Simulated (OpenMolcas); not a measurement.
# Nb⁴⁺ among point charges: CASSCF and CASPT2 levels and susceptibility

Aim: the splitting of the states of Nb⁴⁺ in the field of 5 point charges, its lowest levels with spin-orbit coupling and its magnetic susceptibility.

Method: state-averaged CASSCF and CASPT2, spin-orbit coupling by RASSI with atomic mean-field integrals. Code: OpenMolcas 26.06.

## 1. The atom as given

* Species: Nb⁴⁺ (niobium, Z = 41, 37 electrons)
* Basis: ANO-RCC-VDZP [6s5p3d1f], 43 functions
* Scalar Hamiltonian: DKH2, point nucleus
* Inactive shells: 1s 2s 2p 3s 3p 3d 4s 4p
* Active space: 1 electron in 5 orbitals (4d)
* Some configurations of this space: 4d
* Orbitals: optimised for each spin and parity, averaged over all roots

Outer shells as boxes (Hund's rule):

4d
```
4d [↑ ][  ][  ][  ][  ]
```

The ion sits among 5 point charges of -1.5 e arranged as a trigonal bipyramid (D3h), 2.32 Å from the ion, with the axial distance 2.042 Å.

The work runs as a chain of OpenMolcas steps in one folder; each step below is one input file. Labels, J, g values, rates, χT and fits are worked out afterwards by a script from the matrices that RASSI stores.

## 2. Basis and integrals

Input file a.inp:

```
&GATEWAY
Coord
1

Nb 0.0 0.0 0.0
Basis=ANO-RCC-VDZP
Group=NoSym
NoMove
AngMom=0.0 0.0 0.0
AMFI
XField
5 Angstrom 0
2.320000 0.000000 0.000000 -1.500000
-1.160000 2.009179 0.000000 -1.500000
-1.160000 -2.009179 0.000000 -1.500000
0.000000 0.000000 2.041600 -1.500000
0.000000 0.000000 -2.041600 -1.500000
&SEWARD
```

The run is started by

```sh
$ OMP_NUM_THREADS=1 MOLCAS_MEM=1689 MOLCAS_PROJECT=a pymolcas a.inp > a.log
```

## 3. Reference wave functions, doublets, 5 roots

Input file a.inp:

```
&RASSCF
FileOrb=start.orb
Symmetry=1
Spin=2
nActEl=1 0 0
Inactive=18
Ras2=5
CIRoot=5 5 1
SDav=5
CIMx=300
Iter=120 100
PrWF=0.3
OrbListing=Nothing
MaxOrb=0
>>> COPY $Project.JobIph JOB001
```

start.orb holds the contracted functions of the basis, ordered by shell, or the orbitals of the step before.

## 4. RASSI: spin-orbit coupling between the states

Input file a.inp:

```
&RASSI
NrOfJobIphs=1 5
1 2 3 4 5
IphNames
JOB001
EJob
SpinOrbit
DIPRint=1.0
SOCoupling=1000.0
Subsets=2
Property=9
'ANGMOM' 1 'ANGMOM' 2 'ANGMOM' 3 'MLTPL  1' 1 'MLTPL  1' 2 'MLTPL  1' 3
'AMFI' 1 'AMFI' 2 'AMFI' 3
SOProperty=3
'ANGMOM' 1 'ANGMOM' 2 'ANGMOM' 3
```

## 5. CASPT2: IPEA 0.25, imaginary shift 0.1 (closed shells correlated: 4s 4p)

Input file a.inp:

```
>>> COPY JOB001 $Project.JobIph
&CASPT2
Multistate=5 1 2 3 4 5
NoMult
Frozen=14
IPEA=0.25
Imaginary=0.1
MaxIter=60
WThr=0.0 0.3 0.05
PrWF=0.5
NoMix
```

(Steps that only read results are left out.)

What does the calculation give? Wanted: spin-free ground state; first state of the same spin within the active space; lowest level; next level.

As calculated:

| quantity | value |
| --- | --- |
| method | SS-CASPT2, IPEA 0.25, imaginary shift 0.1 (closed shells correlated: 4s 4p) |
| spin-free ground state | 2E, 2-fold in its orbital part |
| first state of the same spin within the active space | 2E at 3300 cm⁻¹ |
| lowest level | 2-fold E3/2, g = 0.00, 0.00, 2.03 |
| next level | 1537.2 cm⁻¹ |
| χT at 300 K | 0.20 cm³ K/mol |
| effective moment at 300 K | 1.25 μB |

Cost by method:

| method | time of its own steps | time with the reference |
| --- | --- | --- |
| A. CASSCF | 1.1 s | 1.1 s |
| B. SS-CASPT2, IPEA 0.25, imaginary shift 0.1, +4s 4p | 0.47 s | 1.6 s |

Times are of one thread on a shared host.

The spin-free ground state (2E) comes to 100 % from free-ion D terms and keeps the highest spin of the shell. χT at 300 K is 0.20, against 0.38 cm³ K/mol for the spin alone, so orbital moment lowers it. CASPT2 does not keep the components of a term degenerate, and the means are used. The field of point charges can differ much from that of real complexes. This is an electrostatic model: the charges have no orbitals.
